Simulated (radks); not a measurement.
# Dy⁺ in [Xe] 4f10 6s1: an all-electron calculation

What are the levels of the dysprosium ion Dy+, how large are its shells, and how does its energy divide?

The numbers are computed with radks (a radial shooting solver on a logarithmic mesh, Libxc functionals) version 1 (scalar-relativistic Kohn-Sham, PBEsol, spin-polarised, spherical densities, point nucleus; open shells are filled with parallel spins first), except any that are marked as measured or tabulated.

**1. Starting point**

```
element       : dysprosium (Z = 66)
charge        : +1
electrons     : 65
configuration : [Xe] 4f10 6s1
```

Outer shells as boxes (Hund's rule):

Dy⁺
```
[Xe] core
4f [↑↓][↑↓][↑↓][↑ ][↑ ][↑ ][↑ ]
6s [↑ ]
```

**2. Self-consistent calculation**

Input:

```text
Z 66
configuration [Xe] 4f10 6s1
relativity scalar-relativistic
functional pbe_sol,pbe_sol
spin polarised
nucleus point
c 137.035999084
```

On the command line:

```bash
> python run_ks.py task.json out
```

The same process makes all the runs of this session.

**Question.** What will this run give?

The runs gave:

| quantity | value |
| --- | --- |
| total energy | -12153.1297 hartree |
| exchange-correlation share of it | 2.13 % |
| −T/E | 1.0789 |
| highest occupied level | 4f down, -7.834 eV |
| most extended occupied level | 6s up, <r> = 3.66 bohr |
| radius at density 0.001 e/bohr³ | 4.41 bohr |
| maxima of the radial density | 4 |
| ionisation energy, NIST | 11.65 (semi-emp.) eV |

**Reading.** The radial density shows 4 maxima for 6 occupied principal shells; where shells overlap, one shows as a shoulder or not at all. −T/E is 1.079: with relativity the kinetic term as defined here no longer equals −E. Minus the highest eigenvalue, 7.834 eV, is 67 % of the tabulated ionisation energy (11.65 eV); the potential of a semilocal functional falls off too fast, so its top eigenvalue is too shallow. Open shells are spherical and high-spin; term and fine-structure splittings are not resolved. Spin-orbit splitting is averaged out at the scalar-relativistic level.
